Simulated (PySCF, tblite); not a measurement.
**CH₁₁NSi₃: geometry, infrared bands and NMR shifts**

Wanted: the infrared bands and NMR shifts of CH₁₁NSi₃ (`[SiH3]CN[SiH2][SiH3]`), by calculation.

Programs: tblite 0.8.0 and PySCF 2.14.0, with density-fitted response routines of our own. Each step states its level of theory. These are calculated values for one molecule in the gas phase, unless marked as measured. Atoms are numbered from 0 throughout.

## 1. The molecule as given

16 atoms, charge 0, multiplicity 1; geometry from: force field or distance geometry start.

Bonds of the start (Å): Si0–C1 1.85, C1–N2 1.41, N2–Si3 1.73, Si3–Si4 2.24, Si0–H5 1.47, Si0–H6 1.47, Si0–H7 1.47, C1–H8 1.12, C1–H9 1.14, N2–H10 1.01, Si3–H11 1.47, Si3–H12 1.47, Si4–H13 1.47, Si4–H14 1.46, Si4–H15 1.49.

## 2. Relaxing the molecule with GFN2-xTB

Job settings and geometry (Å):

```
{"job": {"kind": "relax", "xc": "GFN2-xTB", "basis": "xTB"}, "charge": 0, "multiplicity": 1}
Si    -2.335900     0.143400     0.430800
C     -0.942400    -0.874500     1.091200
N      0.028100    -1.269400     0.154600
Si     0.896400    -0.060400    -0.736300
Si     2.351800     1.123400     0.485500
H     -1.979400     0.654700    -0.900900
H     -3.502900    -0.733400     0.220100
H     -2.691200     1.213500     1.369300
H     -0.462500    -0.398900     1.983100
H     -1.439000    -1.811900     1.500600
H      0.241900    -2.253000     0.036500
H      0.056400     0.879200    -1.495300
H      1.703100    -0.759300    -1.746300
H      3.428400     0.211300     0.882000
H      1.748000     1.759600     1.653600
H      2.891500     2.184800    -0.404700
```

On the command line:

```sh
OMP_NUM_THREADS=1 python probes_run.py task.json out
```

The driver reads the jobs from task.json and runs them one after another.

**Question.** This job is followed by: GFN2-xTB harmonic vibrations, gas phase; GIAO PBE0/pcSseg-1 NMR shielding, non-relativistic, gas phase. Predict these results of the whole session: strongest single infrared mode (GFN2-xTB); zero-point energy (GFN2-xTB); 13C shifts against TMS (PBE0/pcSseg-1); 1H shifts against TMS (PBE0/pcSseg-1, means over atoms taken as alike); 29Si shifts against TMS (PBE0/pcSseg-1); 15N shifts against NH3 (PBE0/pcSseg-1).

**Answer**, as computed:

| quantity | value |
| --- | --- |
| strongest single infrared mode (GFN2-xTB) | 2204 cm⁻¹, 568 km/mol |
| zero-point energy (GFN2-xTB) | 67.2 kcal/mol |
| 13C shifts against TMS (PBE0/pcSseg-1) | 31.6 ppm |
| 1H shifts against TMS (PBE0/pcSseg-1, means over atoms taken as alike) | 5.12, 3.77, 3.48, 2.75, -0.54 ppm |
| 29Si shifts against TMS (PBE0/pcSseg-1) | -51.1, -78.5, -122.9 ppm |
| 15N shifts against NH3 (PBE0/pcSseg-1) | 11.4 ppm |

Relaxing lowered the energy by 0.576 eV in 186 steps; the close pair that moved most is Si3–Si4, from 2.239 to 2.303 Å. No mode is imaginary among the 42: a minimum at this level. The strongest single mode, at 2204 cm⁻¹, moves mainly H12. GFN2-xTB is a fitted tight-binding method: band positions and strengths are rough. Its intensities can rank the bands wrongly. At PBE0/pcSseg-1: The widest tensor belongs to Si3: span 150 ppm, with a paramagnetic part of -481 ppm.
